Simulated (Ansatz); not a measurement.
# CH₄BrInO: basis-set convergence

One table from this session's results is given with a row withheld; the runs are named, their logs left out.

The runs use Ansatz 0.2.0, Gaussian basis; one geometry, several basis sets.

The runs, in order: PBE0-D4/def2-SVP; ωB97M-V/def2-SVP; PBE0-D4/def2-QZVPP; ωB97M-V/def2-QZVPP; the functionals' def2-TZVPP values are taken from earlier runs.

### Structure used throughout

An earlier PBE0-D4 in a triple-zeta def2 set relaxation fixed the geometry. In takes the def2 core potential; no spin-orbit term is included.

8 atoms, charge 0, spin multiplicity 1.

Atoms are counted from 1 here; the program's logs count them from 0.

Bond lengths: C1–O2 1.405 Å, C1–H5 1.097 Å, C1–H6 1.096 Å, C1–H7 1.096 Å, O2–In3 1.964 Å, In3–Br4 2.471 Å, In3–H8 1.691 Å. Angles: O2–C1–H5 113.5°, O2–C1–H6 109.7°, O2–C1–H7 109.7°, H5–C1–H6 107.9°, H5–C1–H7 107.9°, H6–C1–H7 108.0°, C1–O2–In3 124.6°, O2–In3–Br4 111.0°, O2–In3–H8 124.2°, Br4–In3–H8 124.8°.

As a file:

```
C     0.5372    1.2052    0.0927
O     0.6081   -0.0530    0.7147
In   -0.4503   -1.6203    0.1857
Br   -1.9251   -1.0904   -1.7246
H    -0.1753    1.2424   -0.7406
H     0.2378    1.9638    0.8251
H     1.5242    1.4811   -0.2962
H    -0.3565   -3.1290    0.9432
```

Set-up of the first run:

in.yaml reads:

```yaml
crystal:
  periodic: [false, false, false]
  atoms:
    - {symbol: C, position_ang: [0.537227, 1.205210, 0.092748]}
    - {symbol: O, position_ang: [0.608077, -0.053015, 0.714729]}
    - {symbol: In, position_ang: [-0.450335, -1.620253, 0.185651]}
    - {symbol: Br, position_ang: [-1.925053, -1.090384, -1.724602]}
    - {symbol: H, position_ang: [-0.175344, 1.242446, -0.740644]}
    - {symbol: H, position_ang: [0.237772, 1.963813, 0.825138]}
    - {symbol: H, position_ang: [1.524185, 1.481145, -0.296238]}
    - {symbol: H, position_ang: [-0.356538, -3.128962, 0.943197]}
basis:
  gaussian: {orbitals: def2-SVP}
hamiltonian: {xc: pbe0, dispersion: d4}
output: {orbitals: {seedname: orbitals}}
```

Steps of the session up to this table: PBE0-D4 in def2-SVP; ωB97M-V in def2-SVP; PBE0-D4 in def2-QZVPP; ωB97M-V in def2-QZVPP.

One table of the session follows, with a row left open; its other results are not shown here.

It belongs to the step «Functionals by basis». 

| functional | basis | HOMO (eV) | LUMO (eV) |
| --- | --- | --- | --- |
| PBE0-D4 | def2-SVP | ? | ? |
| PBE0-D4 | def2-TZVPP | -7.75 | -1.55 |
| PBE0-D4 | def2-QZVPP | -7.78 | -1.57 |
| ωB97M-V | def2-SVP | -9.94 | 0.15 |
| ωB97M-V | def2-TZVPP | -10.13 | -0.08 |
| ωB97M-V | def2-QZVPP | -10.16 | -0.14 |

**Question.** Estimate the row for PBE0-D4, def2-SVP.

The run gave: HOMO (eV): -7.60; LUMO (eV): -1.44. In the column «HOMO (eV)» it is the highest.
